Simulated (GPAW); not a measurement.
Crystal: MoSe.

```
CELL_PARAMETERS angstrom
0.00000 2.89288 2.89288
2.89288 0.00000 2.89288
2.89288 2.89288 0.00000
ATOMIC_POSITIONS crystal
Mo 0.00000 0.00000 0.00000
Se 0.50000 0.50000 0.50000
```

The cell was built by a generator and needn't be a form met in nature.

Base run:

```yaml
Program: GPAW 26.7.0
Functional: PBE
Potentials_or_basis: GPAW PAW data sets (gpaw-data 1.2.1)
Cutoff: 600 eV
Basis: pw
k_mesh: 8 × 8 × 8
Occupations: fermi-dirac, width 0.05 eV
Spin: no spin polarisation
```

Its results: band gap on the k mesh none (metal or under the smearing width); pressure -20.3 GPa.

Problem. The run is repeated on the same cell with these changes: hubbard terms from none to Mo d U = 1 eV. What comes out?

Solution. Band gap on the k mesh none (metal or under the smearing width); pressure -19.6 GPa.

Caveats: U without spin polarisation on a metal has little footing (some runs).
